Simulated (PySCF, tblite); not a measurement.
# C6H6NO radical: geometry, infrared bands and EPR parameters

What infrared bands and EPR parameters should C6H6NO radical (`NC(=O)[C]1C=CC=C1`) show?

The runs use tblite 0.8.0 and PySCF 2.14.0, with density-fitted response routines of our own; the level of theory stands in each step. All values are computed, except where a source is named. Atoms are numbered from 0 throughout.

## 1. The molecule as given

14 atoms, charge 0, multiplicity 2; geometry from: force field or distance geometry start.

Bonds of the start (Å): N0–C1 1.44, C1–O2 1.25, C1–C3 1.46, C3–C4 1.48, C4–C5 1.34, C5–C6 1.46, C6–C7 1.34, C7–C3 1.49, N0–H8 1.04, N0–H9 1.05, C4–H10 1.08, C5–H11 1.09, C6–H12 1.09, C7–H13 1.08.

## 2. Optimising the geometry with GFN2-xTB

What the job is given:

```
{"job": {"kind": "relax", "xc": "GFN2-xTB", "basis": "xTB"}, "charge": 0, "multiplicity": 2}
N      2.188500     0.207700     0.151400
C      1.329300    -0.099500    -0.968600
O      1.913400    -0.465100    -2.011600
C     -0.126100    -0.027300    -0.944700
C     -0.825000    -1.171700    -0.325900
C     -1.668700    -0.763200     0.631200
C     -1.563600     0.694400     0.720900
C     -0.670900     1.125700    -0.175100
H      2.335800    -0.445800     0.952300
H      2.672900     1.135700     0.181800
H     -0.703900    -2.208800    -0.610100
H     -2.297200    -1.430800     1.228100
H     -2.147100     1.272800     1.440800
H     -0.438200     2.175300    -0.292600
```

On the command line:

```
> OMP_NUM_THREADS=1 python probes_run.py task.json out
```

This one command runs all jobs of the session in turn.

**Question.** This job is followed by: GFN2-xTB harmonic vibrations, gas phase; UKS B3LYP, pcH-1 on C H N O, non-relativistic, mean-field spin-orbit, GIAO. Predict these results of the whole session: strongest single infrared mode (GFN2-xTB); zero-point energy (GFN2-xTB); g(iso) (B3LYP); ⟨S²⟩; largest a(iso) (averaged by class); surface potential, 1st and 99th percentile.

As calculated:

| quantity | value |
| --- | --- |
| strongest single infrared mode (GFN2-xTB) | 1679 cm⁻¹, 325 km/mol |
| zero-point energy (GFN2-xTB) | 63.7 kcal/mol |
| g(iso) (B3LYP) | 2.00289 |
| ⟨S²⟩ | 0.768 (exact 0.75) |
| largest a(iso) (averaged by class) | 1H on H10, H13, -15.0 MHz |
| surface potential, 1st and 99th percentile | -1.99 V and 2.17 V |

**Reading.** Relaxing lowered the energy by 2.010 eV in 113 steps; the close pair that moved most is C3–C7, from 1.489 to 1.372 Å. No mode is imaginary among the 36: a minimum at this level. The strongest single mode, at 1679 cm⁻¹, moves mainly C1 and O2. GFN2-xTB is a fitted tight-binding method: band positions and strengths are rough. Its intensities can rank the bands wrongly. The largest spin populations lie on C6 (0.57 e), C4 (0.43 e). The isotropic g lies 0.6 ppt above the free-electron value. That holds for this one static structure; motion that exchanges C5, C6 would share the spin among them.
